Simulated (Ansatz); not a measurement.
Working through a ladder of methods at one geometry of C₂H₆AlN, SMILES C=[CH][AlH][NH2]

Computed with Ansatz 0.2.0, Python API.

At the Python prompt:
```pycon
>>> from pathlib import Path
>>> import warnings
>>> import ansatz as az
>>> import numpy as np
>>> BASIS_SET = "def2-SVP"
>>> GEOMETRY = """
... C    -0.94050    0.83640   -1.05650
... C    -0.81930   -0.42860   -0.87420
... Al    0.40820   -1.10620    0.47360
... N     1.51530    0.12730    1.55660
... H    -1.68430    1.22190   -1.84110
... H    -0.44170    1.62830   -0.48280
... H    -1.34540   -1.13880   -1.46620
... H     0.65970   -2.66400    0.68470
... H     0.75090    0.74760    2.08380
... H     1.98020    0.72510    0.92500
... """
>>> warnings.simplefilter("ignore", az.DeckWarning)
>>> system = az.Crystal.molecule()
>>> for line in GEOMETRY.strip().splitlines():
...     symbol, *xyz = line.split()
...     system = system.atom(symbol, [float(v) for v in xyz])
...
>>> model = system.calculation().basis(gaussian=BASIS_SET)
>>> print("functional    E (Ha)        dipole (D)   HOMO (eV)  LUMO (eV)")
functional    E (Ha)        dipole (D)   HOMO (eV)  LUMO (eV)
>>> for name in ["pbe0", "r2scan0", "revpbe", "lda", "cam_b3lyp", "hse06"]:
...     summary = model.functional(name).forces().orbitals().run(threads=1, backend="cpu", runs_dir="runs").report
...     lines = Path(summary["orbitals_path"]).read_text().splitlines()
...     field_of = lambda key: [line.split("=")[1].strip() for line in lines if line.startswith(key)]
...     orbitals = [(27.211386 * float(e), s, float(n)) for e, s, n in zip(field_of("Ene="), field_of("Spin="), field_of("Occup="))]
...     homo = max(e for e, _, n in orbitals if n > 0.5)
...     lumo = min(e for e, _, n in orbitals if n < 0.5)
...     dipole = 4.803205 * np.linalg.norm(summary["charge_distribution"]["dipole_moment_e_ang"])
...     print(f"{name:10s} {summary['free_energy_ev'] / 27.211386246:14.6f} {dipole:9.3f} {homo:11.3f} {lumo:10.3f}")
...
pbe0          -376.510947     2.206      -6.819     -1.423
r2scan0       -376.658865     2.255      -7.040     -1.294
revpbe        -376.697503     2.092      -5.323     -2.141
lda           -374.516991     2.182      -5.488     -2.460
cam_b3lyp     -376.717466     2.195      -8.186     -0.409
hse06         -376.497279     2.205      -6.414     -1.796
```

Notes:
- Total energies depend on the basis set; only differences at equal settings carry meaning.
- The geometry is a force-field or estimated start, not a minimum of this method, and the basis set is short of its limit. A lower total doesn't mark the better method: functionals have no common bound, and MP2 and coupled cluster aren't variational.
- Levels such as HOMO and LUMO are orbital energies: with these approximate functionals they aren't the ionisation energy and electron affinity, and their gap isn't the fundamental gap.
- hse06 follows the composition of plane-wave codes, whose totals differ by tens of mHa, up to about 0.1 Ha, from the form usual in Gaussian-basis programs (wpbeh).
- Hardware and time: 18 s on 1 thread of Intel(R) Xeon(R) Platinum 8375C CPU @ 2.90GHz (Ice Lake), with other jobs on the host, peak memory 0.27 GiB.

(Lines on the test bed's own set-up are left out of the output.)
